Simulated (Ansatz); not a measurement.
**W: a trigonal deformation path**

Aim: for W, follow a trigonal deformation at fixed volume.

The COD cell was measured well above room temperature, so it is larger than a cold one.

Program: Ansatz 0.2.0. Level of theory: DFT PBEsol, scalar-relativistic, plane waves, PAW. These are calculated values, not measurements.

### Step 1. The structure to begin with

Symmetry: Im-3m, No. 229, cubic system. Conventional cell: a = 3.195 Å, b = 3.195 Å, c = 3.195 Å, α = 90.00°, β = 90.00°, γ = 90.00°. W (site symmetry m-3m) has 8 W at 2.77 Å in its first shell of neighbours.

As a file:

```cif
data_structure
_symmetry_space_group_name_H-M 'P 1'
_symmetry_Int_Tables_number 1
_cell_length_a 2.7666
_cell_length_b 2.7666
_cell_length_c 2.7666
_cell_angle_alpha 109.471
_cell_angle_beta 109.471
_cell_angle_gamma 109.471
_cell_volume 16.30
loop_
_atom_site_label
_atom_site_type_symbol
_atom_site_fract_x
_atom_site_fract_y
_atom_site_fract_z
_atom_site_occupancy
W1 W 0.00000 0.00000 0.00000 1
```

The cell is taken as given, not relaxed at this level.

### Step 2. Zero of energy

The reference gives a free energy of -10256.5472 eV, pressure -11.41 GPa, largest force 0.000 eV/Å and gap on the mesh none (metal). It was computed beforehand with the settings of the runs below.

### Step 3. Next: a trigonal deformation path

At fixed volume and fractional coordinates, lengths along (0.577, 0.577, 0.577) are scaled against those across it; ρ is that ratio over its starting value.

### Step 4. At ρ = 0.500

The input, input.yaml:

```yaml
crystal:
  lattice:
    - [-2.3478838752, 1.6770599108, 1.6770599108]
    - [1.6770599108, -2.3478838752, 1.6770599108]
    - [1.6770599108, 1.6770599108, -2.3478838752]
  atoms:
    - { symbol: W, position: [0.0, 0.0, 0.0] }
basis:
  ecutwfc: 420
kpoints:
  mp_grid: { grid: [24, 24, 24] }
hamiltonian:
  xc: pbesol
scf:
  occupations: { method: gaussian, width: 0.15 }
output:
  forces: true
  stress: true
  eigenvalues: true
```

Run with:

```console
> ansatz run input.yaml --threads 1 --pin off --max-ram 2560MiB --backend cpu --events-out ev --progress --plain --runs-dir out
```

What it wrote, shortened:

```text
Warning: RAYON_NUM_THREADS=1 ignored (pool sized by the plan → 1); use --threads N
[...]
Pseudopotentials: kind: paw
Pseudopotential: W, paw, valence charge 14, recommended cutoff 420 eV (normal), W.paw.azcp
Functional definition: PBEsol
[...]
Crystal: 1 atoms, lattice volume = 16.301 Å³
Basis set: ecut = 420 eV, 307 PW (Γ), exchange–correlation on 48×48×48 points (8 copies of the dense FFT grid, shifted against one another)
Bands: 11, of which v1, the nominal top of the filled ones, is band 7 counted from 1 (6 counted from 0)
Symmetry: 12 space group operations
Space group: R-3m (ITA 166), of the structure as read, at distance tolerance 2.5e-5 Å
k-points: 1313 of 13824
[...]
SCF iter   1: F=—  HF=-10244.811117 eV  |F-HF|=—  |Δ(HF+E_count)|=         —  Δρ=5.27e-2  dr2=2.73e-1  ethr=1.77e-3  ⟨swp⟩=5.4  Hψ=92312  notcnv=0
[...]
SCF iter   6: F=-10244.751107 eV  HF=-10244.751107 eV  |F-HF|=1.70e-8  |Δ(HF+E_count)|=   7.24e-7  Δρ=1.61e-5  dr2=2.64e-8  ethr=7.14e-10  ⟨swp⟩=5.1  Hψ=77705  notcnv=0
[...]
SCF converged after 6 iterations
Free energy (F): -10244.751107 eV
[...]
E sigma→0 (E₀):  -10244.746674 eV
Entropy (-TS):   -0.008865 eV (-8.865 meV/atom)
Fermi energy:    21.457706 eV
[...]
--- Forces (eV/Å), atoms counted from 1 ---
  atom   1  W     -0.00000000    -0.00000000     0.00000000
[...]
--- Stress (GPa, compression-positive) ---
      250.535566     270.004370     270.004370
      270.004370     250.535566     270.004370
      270.004370     270.004370     250.535566
  P = ⅓ Tr σ = 250.5356 GPa (2505.356 kbar)
--- Band table (eV; the first three rows and the last of 1313) ---
  k-point 0: bands = ["-55.8997", "-18.9994", "-18.9994", "-7.9085", "11.2357", "15.9020", "17.4207", "17.4207", "29.6620", "36.0032", "36.0032"]
[...]
```

Run time: 15 s. Hardware: 1 thread of AMD EPYC 7R43 (Zen 3), shared host; peak memory 0.58 GiB.

### Step 5. ρ = 2.000

The input, input.yaml:

```yaml
crystal:
  lattice:
    - [-0.8451852334, 1.6903704669, 1.6903704669]
    - [1.6903704669, -0.8451852334, 1.6903704669]
    - [1.6903704669, 1.6903704669, -0.8451852334]
  atoms:
    - { symbol: W, position: [0.0, 0.0, 0.0] }
basis:
  ecutwfc: 420
kpoints:
  mp_grid: { grid: [24, 24, 24] }
hamiltonian:
  xc: pbesol
scf:
  occupations: { method: gaussian, width: 0.15 }
output:
  forces: true
  stress: true
  eigenvalues: true
```

Run with:

```console
> ansatz run input.yaml --threads 1 --pin off --max-ram 2560MiB --backend cpu --events-out ev --progress --plain --runs-dir out
```

What it wrote, shortened:

```text
Warning: RAYON_NUM_THREADS=1 ignored (pool sized by the plan → 1); use --threads N
[...]
[... 3 set-up lines as earlier in the session ...]
[...]
Crystal: 1 atoms, lattice volume = 16.301 Å³
Basis set: ecut = 420 eV, 305 PW (Γ), exchange–correlation on 36×36×36 points (8 copies of the dense FFT grid, shifted against one another)
Bands: 11, of which v1, the nominal top of the filled ones, is band 7 counted from 1 (6 counted from 0)
Symmetry: 48 space group operations
Space group: Pm-3m (ITA 221), of the structure as read, at distance tolerance 2.5e-5 Å
k-points: 455 of 13824
[...]
SCF iter   1: F=—  HF=-10254.975714 eV  |F-HF|=—  |Δ(HF+E_count)|=         —  Δρ=4.61e-3  dr2=2.16e-3  ethr=1.77e-3  ⟨swp⟩=5.0  Hψ=26924  notcnv=0
[...]
SCF iter   6: F=-10254.975321 eV  HF=-10254.975321 eV  |F-HF|=4.18e-10  |Δ(HF+E_count)|=   1.59e-8  Δρ=1.94e-6  dr2=5.09e-10  ethr=2.48e-10  ⟨swp⟩=2.2  Hψ=17358  notcnv=0
the search or the solves at the SCF's close seem to have found levels that the self-consistency loop had missed (the run counts 1). By its estimate they hold under 1e-12 electrons; where the run keeps them, the occupations were computed again with them
[...]
SCF converged after 6 iterations
Free energy (F): -10254.975321 eV
[...]
E sigma→0 (E₀):  -10254.969751 eV
Entropy (-TS):   -0.011141 eV (-11.141 meV/atom)
Fermi energy:    21.653299 eV
[...]
--- Forces (eV/Å), atoms counted from 1 ---
  atom   1  W      0.00000000    -0.00000000    -0.00000000
[...]
--- Stress (GPa, compression-positive) ---
       23.714011       0.000000      -0.000000
        0.000000      23.714011      -0.000000
        0.000000      -0.000000      23.714011
  P = ⅓ Tr σ = 23.7140 GPa (237.140 kbar)
--- Band table (eV; the first three rows and the last of 455) ---
  k-point 0: bands = ["-52.2951", "-15.7370", "-15.7370", "-15.7370", "12.4676", "16.6576", "16.6576", "27.1355", "27.1355", "27.1355", "37.2603"]
[...]
```

Run time: 5.7 s. Hardware: 1 thread of AMD EPYC 7R43 (Zen 3), shared host; peak memory 0.41 GiB.

### Step 6. At ρ = 0.710

The input, input.yaml:

```yaml
crystal:
  lattice:
    - [-1.963548737, 1.6173912089, 1.6173912089]
    - [1.6173912089, -1.963548737, 1.6173912089]
    - [1.6173912089, 1.6173912089, -1.963548737]
  atoms:
    - { symbol: W, position: [0.0, 0.0, 0.0] }
basis:
  ecutwfc: 420
kpoints:
  mp_grid: { grid: [24, 24, 24] }
hamiltonian:
  xc: pbesol
scf:
  occupations: { method: gaussian, width: 0.15 }
output:
  forces: true
  stress: true
  eigenvalues: true
```

Run with:

```console
> ansatz run input.yaml --threads 1 --pin off --max-ram 2560MiB --backend cpu --events-out ev --progress --plain --runs-dir out
```

What it wrote, shortened:

```text
[...]
SCF converged after 6 iterations
Free energy (F): -10254.814027 eV
[...]
E sigma→0 (E₀):  -10254.810601 eV
Entropy (-TS):   -0.006852 eV (-6.852 meV/atom)
Fermi energy:    21.906143 eV
[...]
--- Forces (eV/Å), atoms counted from 1 ---
  atom   1  W     -0.00000000    -0.00000000    -0.00000000
[...]
--- Stress (GPa, compression-positive) ---
       27.520236      59.452920      59.452920
       59.452920      27.520236      59.452920
       59.452920      59.452920      27.520236
  P = ⅓ Tr σ = 27.5202 GPa (275.202 kbar)
--- Band table (eV; the first three rows and the last of 1313) ---
  k-point 0: bands = ["-52.6106", "-16.5074", "-16.5074", "-14.3094", "12.5020", "16.5425", "20.1114", "20.1114", "27.4074", "27.4074", "32.5974"]
[...]
```

Run time: 12 s. Hardware: 1 thread of AMD EPYC 7R43 (Zen 3), shared host; peak memory 0.55 GiB.

### Step 7. At ρ = 1.410

input.yaml: that of step 6 with these lines changed.

```diff
@@ -2,5 +2,5 @@
   lattice:
-    - [-1.963548737, 1.6173912089, 1.6173912089]
-    - [1.6173912089, -1.963548737, 1.6173912089]
-    - [1.6173912089, 1.6173912089, -1.963548737]
+    - [-1.2297739714, 1.6191232596, 1.6191232596]
+    - [1.6191232596, -1.2297739714, 1.6191232596]
+    - [1.6191232596, 1.6191232596, -1.2297739714]
   atoms:
```

Run with:

```console
> ansatz run input.yaml --threads 1 --pin off --max-ram 2560MiB --backend cpu --events-out ev --progress --plain --runs-dir out
```

What it wrote, shortened:

```text
Warning: RAYON_NUM_THREADS=1 ignored (pool sized by the plan → 1); use --threads N
[...]
[... 3 set-up lines as earlier in the session ...]
[...]
Crystal: 1 atoms, lattice volume = 16.301 Å³
Basis set: ecut = 420 eV, 321 PW (Γ), exchange–correlation on 36×36×36 points (8 copies of the dense FFT grid, shifted against one another)
Bands: 11, of which v1, the nominal top of the filled ones, is band 7 counted from 1 (6 counted from 0)
[... 2 set-up lines as earlier in the session ...]
k-points: 1313 of 13824
[...]
SCF iter   1: F=—  HF=-10255.790404 eV  |F-HF|=—  |Δ(HF+E_count)|=         —  Δρ=5.13e-3  dr2=1.53e-3  ethr=1.77e-3  ⟨swp⟩=5.0  Hψ=75707  notcnv=0
[...]
SCF iter   6: F=-10255.789893 eV  HF=-10255.789893 eV  |F-HF|=1.06e-9  |Δ(HF+E_count)|=   1.05e-8  Δρ=3.65e-6  dr2=1.31e-9  ethr=1.70e-10  ⟨swp⟩=2.0  Hψ=47430  notcnv=0
[...]
SCF converged after 6 iterations
Free energy (F): -10255.789893 eV
[...]
E sigma→0 (E₀):  -10255.787152 eV
Entropy (-TS):   -0.005482 eV (-5.482 meV/atom)
Fermi energy:    21.835400 eV
[...]
--- Forces (eV/Å), atoms counted from 1 ---
  atom   1  W      0.00000000    -0.00000000     0.00000000
[...]
--- Stress (GPa, compression-positive) ---
        6.399384     -16.844018     -16.844018
      -16.844018       6.399384     -16.844018
      -16.844018     -16.844018       6.399384
  P = ⅓ Tr σ = 6.3994 GPa (63.994 kbar)
--- Band table (eV; the first three rows and the last of 1313) ---
  k-point 0: bands = ["-52.3207", "-16.1303", "-15.7043", "-15.7043", "12.3702", "17.9096", "17.9096", "24.3963", "25.7257", "25.7257", "35.3633"]
[...]
```

It took 12 s on 1 thread of AMD EPYC 7R43 (Zen 3), shared host; peak memory 0.57 GiB.

### Step 8. At ρ = 0.600

The input, input.yaml:

```yaml
crystal:
  lattice:
    - [-2.1463163662, 1.6413007506, 1.6413007506]
    - [1.6413007506, -2.1463163662, 1.6413007506]
    - [1.6413007506, 1.6413007506, -2.1463163662]
  atoms:
    - { symbol: W, position: [0.0, 0.0, 0.0] }
basis:
  ecutwfc: 420
kpoints:
  mp_grid: { grid: [24, 24, 24] }
hamiltonian:
  xc: pbesol
scf:
  occupations: { method: gaussian, width: 0.15 }
output:
  forces: true
  stress: true
  eigenvalues: true
```

Run with:

```console
> ansatz run input.yaml --threads 1 --pin off --max-ram 2560MiB --backend cpu --events-out ev --progress --plain --runs-dir out
```

What it wrote, shortened:

```text
Warning: RAYON_NUM_THREADS=1 ignored (pool sized by the plan → 1); use --threads N
[...]
[... 3 set-up lines as earlier in the session ...]
[...]
Crystal: 1 atoms, lattice volume = 16.301 Å³
Basis set: ecut = 420 eV, 333 PW (Γ), exchange–correlation on 48×48×48 points (8 copies of the dense FFT grid, shifted against one another)
Bands: 11, of which v1, the nominal top of the filled ones, is band 7 counted from 1 (6 counted from 0)
[... 2 set-up lines as earlier in the session ...]
k-points: 1313 of 13824
[...]
SCF iter   1: F=—  HF=-10251.775826 eV  |F-HF|=—  |Δ(HF+E_count)|=         —  Δρ=1.47e-2  dr2=1.69e-2  ethr=1.77e-3  ⟨swp⟩=5.1  Hψ=84660  notcnv=0
[...]
SCF iter   6: F=-10251.775220 eV  HF=-10251.775220 eV  |F-HF|=4.67e-10  |Δ(HF+E_count)|=   3.08e-8  Δρ=2.94e-6  dr2=8.22e-10  ethr=7.14e-10  ⟨swp⟩=5.5  Hψ=63143  notcnv=0
[...]
SCF converged after 6 iterations
Free energy (F): -10251.775220 eV
[...]
E sigma→0 (E₀):  -10251.770953 eV
Entropy (-TS):   -0.008535 eV (-8.535 meV/atom)
Fermi energy:    21.931014 eV
[...]
--- Forces (eV/Å), atoms counted from 1 ---
  atom   1  W     -0.00000000    -0.00000000    -0.00000000
[...]
--- Stress (GPa, compression-positive) ---
       95.527969     124.531139     124.531139
      124.531139      95.527969     124.531139
      124.531139     124.531139      95.527969
  P = ⅓ Tr σ = 95.5280 GPa (955.280 kbar)
--- Band table (eV; the first three rows and the last of 1313) ---
  k-point 0: bands = ["-53.5150", "-17.2884", "-17.2884", "-12.2278", "12.5775", "15.0529", "19.0126", "19.0126", "30.8355", "30.8355", "31.1187"]
[...]
```

Run time: 13 s. Hardware: 1 thread of AMD EPYC 7R43 (Zen 3), shared host; peak memory 0.58 GiB.

### Step 9. ρ = 0.850

The input, input.yaml:

```yaml
crystal:
  lattice:
    - [-1.770528066, 1.6019063455, 1.6019063455]
    - [1.6019063455, -1.770528066, 1.6019063455]
    - [1.6019063455, 1.6019063455, -1.770528066]
  atoms:
    - { symbol: W, position: [0.0, 0.0, 0.0] }
basis:
  ecutwfc: 420
kpoints:
  mp_grid: { grid: [24, 24, 24] }
hamiltonian:
  xc: pbesol
scf:
  occupations: { method: gaussian, width: 0.15 }
output:
  forces: true
  stress: true
  eigenvalues: true
```

Run with:

```console
> ansatz run input.yaml --threads 1 --pin off --max-ram 2560MiB --backend cpu --events-out ev --progress --plain --runs-dir out
```

What it wrote, shortened:

```text
[...]
SCF converged after 6 iterations
Free energy (F): -10256.235898 eV
[...]
E sigma→0 (E₀):  -10256.233211 eV
Entropy (-TS):   -0.005373 eV (-5.373 meV/atom)
Fermi energy:    21.796132 eV
[...]
--- Forces (eV/Å), atoms counted from 1 ---
  atom   1  W     -0.00000000    -0.00000000     0.00000000
[...]
--- Stress (GPa, compression-positive) ---
       -4.166660      21.355178      21.355178
       21.355178      -4.166660      21.355178
       21.355178      21.355178      -4.166660
  P = ⅓ Tr σ = -4.1667 GPa (-41.667 kbar)
--- Band table (eV; the first three rows and the last of 1313) ---
  k-point 0: bands = ["-52.3910", "-16.1788", "-16.1788", "-15.4993", "12.3057", "18.6525", "20.8256", "20.8256", "24.8076", "24.8076", "34.3768"]
[...]
```

It took 12 s on 1 thread of AMD EPYC 7R43 (Zen 3), shared host; peak memory 0.57 GiB.

### Step 10. ρ = 1.200

input.yaml: that of step 9 with these lines changed.

```diff
@@ -2,5 +2,5 @@
   lattice:
-    - [-1.770528066, 1.6019063455, 1.6019063455]
-    - [1.6019063455, -1.770528066, 1.6019063455]
-    - [1.6019063455, 1.6019063455, -1.770528066]
+    - [-1.402909059, 1.6033246389, 1.6033246389]
+    - [1.6033246389, -1.402909059, 1.6033246389]
+    - [1.6033246389, 1.6033246389, -1.402909059]
   atoms:
```

Run with:

```console
> ansatz run input.yaml --threads 1 --pin off --max-ram 2560MiB --backend cpu --events-out ev --progress --plain --runs-dir out
```

What it wrote, shortened:

```text
[...]
SCF converged after 6 iterations
Free energy (F): -10256.306427 eV
[...]
E sigma→0 (E₀):  -10256.303747 eV
Entropy (-TS):   -0.005361 eV (-5.361 meV/atom)
Fermi energy:    21.896111 eV
[...]
--- Forces (eV/Å), atoms counted from 1 ---
  atom   1  W      0.00000000    -0.00000000     0.00000000
[...]
--- Stress (GPa, compression-positive) ---
       -5.146179     -12.234992     -12.234992
      -12.234992      -5.146179     -12.234992
      -12.234992     -12.234992      -5.146179
  P = ⅓ Tr σ = -5.1462 GPa (-51.462 kbar)
--- Band table (eV; the first three rows and the last of 1313) ---
  k-point 0: bands = ["-52.3700", "-16.2114", "-15.8311", "-15.8311", "12.2986", "19.1400", "19.1400", "22.5915", "24.6026", "24.6026", "35.3954"]
[...]
```

It took 16 s on 1 thread of AMD EPYC 7R43 (Zen 3), shared host; peak memory 0.57 GiB.

### Step 11. At ρ = 1.700

input.yaml: that of step 10 with these lines changed.

```diff
@@ -2,5 +2,5 @@
   lattice:
-    - [-1.402909059, 1.6033246389, 1.6033246389]
-    - [1.6033246389, -1.402909059, 1.6033246389]
-    - [1.6033246389, 1.6033246389, -1.402909059]
+    - [-1.0260694704, 1.6506334959, 1.6506334959]
+    - [1.6506334959, -1.0260694704, 1.6506334959]
+    - [1.6506334959, 1.6506334959, -1.0260694704]
   atoms:
```

Run with:

```console
> ansatz run input.yaml --threads 1 --pin off --max-ram 2560MiB --backend cpu --events-out ev --progress --plain --runs-dir out
```

What it wrote, shortened:

```text
[...]
SCF converged after 6 iterations
Free energy (F): -10255.194676 eV
[...]
E sigma→0 (E₀):  -10255.190766 eV
Entropy (-TS):   -0.007821 eV (-7.821 meV/atom)
Fermi energy:    21.719955 eV
[...]
--- Forces (eV/Å), atoms counted from 1 ---
  atom   1  W     -0.00000000    -0.00000000    -0.00000000
[...]
--- Stress (GPa, compression-positive) ---
       18.979647     -11.945793     -11.945793
      -11.945793      18.979647     -11.945793
      -11.945793     -11.945793      18.979647
  P = ⅓ Tr σ = 18.9796 GPa (189.796 kbar)
--- Band table (eV; the first three rows and the last of 1313) ---
  k-point 0: bands = ["-52.2993", "-15.9290", "-15.6786", "-15.6786", "12.4432", "16.9407", "16.9407", "26.2433", "26.8554", "26.8554", "36.1793"]
[...]
```

Wall time 12 s (1 thread of AMD EPYC 7R43 (Zen 3), shared host); peak memory 0.58 GiB.

### Step 12. ρ = 0.930

The input, input.yaml:

```yaml
crystal:
  lattice:
    - [-1.6745930955, 1.5982272866, 1.5982272866]
    - [1.5982272866, -1.6745930955, 1.5982272866]
    - [1.5982272866, 1.5982272866, -1.6745930955]
  atoms:
    - { symbol: W, position: [0.0, 0.0, 0.0] }
basis:
  ecutwfc: 420
kpoints:
  mp_grid: { grid: [24, 24, 24] }
hamiltonian:
  xc: pbesol
scf:
  occupations: { method: gaussian, width: 0.15 }
output:
  forces: true
  stress: true
  eigenvalues: true
```

Run with:

```console
> ansatz run input.yaml --threads 1 --pin off --max-ram 2560MiB --backend cpu --events-out ev --progress --plain --runs-dir out
```

What it wrote, shortened:

```text
[...]
SCF converged after 6 iterations
Free energy (F): -10256.493815 eV
[...]
E sigma→0 (E₀):  -10256.491198 eV
Entropy (-TS):   -0.005234 eV (-5.234 meV/atom)
Fermi energy:    21.780145 eV
[...]
--- Forces (eV/Å), atoms counted from 1 ---
  atom   1  W      0.00000000    -0.00000000    -0.00000000
[...]
--- Stress (GPa, compression-positive) ---
      -10.103488       7.613080       7.613080
        7.613080     -10.103488       7.613080
        7.613080       7.613080     -10.103488
  P = ⅓ Tr σ = -10.1035 GPa (-101.035 kbar)
--- Band table (eV; the first three rows and the last of 1313) ---
  k-point 0: bands = ["-52.3765", "-16.0786", "-16.0786", "-15.8290", "12.2664", "19.7106", "20.8348", "20.8348", "24.0810", "24.0810", "35.3554"]
[...]
```

Wall time 12 s (1 thread of AMD EPYC 7R43 (Zen 3), shared host); peak memory 0.57 GiB.

### Step 13. ρ = 1.080

The input, input.yaml:

```yaml
crystal:
  lattice:
    - [-1.5153286575, 1.5983603647, 1.5983603647]
    - [1.5983603647, -1.5153286575, 1.5983603647]
    - [1.5983603647, 1.5983603647, -1.5153286575]
  atoms:
    - { symbol: W, position: [0.0, 0.0, 0.0] }
basis:
  ecutwfc: 420
kpoints:
  mp_grid: { grid: [24, 24, 24] }
hamiltonian:
  xc: pbesol
scf:
  occupations: { method: gaussian, width: 0.15 }
output:
  forces: true
  stress: true
  eigenvalues: true
```

Run with:

```console
> ansatz run input.yaml --threads 1 --pin off --max-ram 2560MiB --backend cpu --events-out ev --progress --plain --runs-dir out
```

What it wrote, shortened:

```text
Warning: RAYON_NUM_THREADS=1 ignored (pool sized by the plan → 1); use --threads N
[...]
[... 3 set-up lines as earlier in the session ...]
[...]
Crystal: 1 atoms, lattice volume = 16.301 Å³
Basis set: ecut = 420 eV, 333 PW (Γ), exchange–correlation on 40×40×40 points (8 copies of the dense FFT grid, shifted against one another)
Bands: 11, of which v1, the nominal top of the filled ones, is band 7 counted from 1 (6 counted from 0)
[... 2 set-up lines as earlier in the session ...]
k-points: 1313 of 13824
[...]
SCF iter   1: F=—  HF=-10256.499691 eV  |F-HF|=—  |Δ(HF+E_count)|=         —  Δρ=2.38e-3  dr2=2.80e-4  ethr=1.77e-3  ⟨swp⟩=5.0  Hψ=76099  notcnv=0
[...]
SCF iter   6: F=-10256.499412 eV  HF=-10256.499412 eV  |F-HF|=1.27e-11  |Δ(HF+E_count)|=  1.71e-10  Δρ=3.64e-7  dr2=1.77e-11  ethr=1.34e-11  ⟨swp⟩=1.1  Hψ=43715  notcnv=0
[...]
SCF converged after 6 iterations
Free energy (F): -10256.499412 eV
[...]
E sigma→0 (E₀):  -10256.496836 eV
Entropy (-TS):   -0.005153 eV (-5.153 meV/atom)
Fermi energy:    21.793222 eV
[...]
--- Forces (eV/Å), atoms counted from 1 ---
  atom   1  W      0.00000000    -0.00000000    -0.00000000
[...]
--- Stress (GPa, compression-positive) ---
      -10.176083      -5.815453      -5.815453
       -5.815453     -10.176083      -5.815453
       -5.815453      -5.815453     -10.176083
  P = ⅓ Tr σ = -10.1761 GPa (-101.761 kbar)
--- Band table (eV; the first three rows and the last of 1313) ---
  k-point 0: bands = ["-52.3769", "-16.1270", "-15.9328", "-15.9328", "12.2660", "20.0093", "20.0093", "21.4192", "24.0573", "24.0573", "35.7807"]
[...]
```

Wall time 11 s (1 thread of AMD EPYC 7R43 (Zen 3), shared host); peak memory 0.58 GiB.

### Step 14. Results of the scan

Collected from the runs (energy zero: the undisturbed cell):

```
    ρ  ΔE (meV/atom)  pressure (GPa)  space group
0.500        11796.1           250.5         R-3m
0.600         4771.9            95.5         R-3m
0.710         1733.1            27.5         R-3m
0.850          311.3            -4.2         R-3m
0.930           53.3           -10.1         R-3m
1.000            0.0           -11.4        Im-3m
1.080           47.8           -10.2         R-3m
1.200          240.7            -5.1         R-3m
1.410          757.3             6.4         R-3m
1.700         1352.5            19.0         R-3m
2.000         1571.8            23.7        Pm-3m
```

### Step 15. Outcome

| quantity | value |
| --- | --- |
| highest point | 11796.1 meV/atom at ρ = 0.500 |

What this shows: The undisturbed cell stays the lowest of the sampled points. No sampled point inside the path is a dip, apart from those named. At ρ = 2.000 the cell takes another symmetry, Pm-3m, 1571.8 meV/atom from the start at this fixed volume. The runs treat W without spin-orbit coupling.
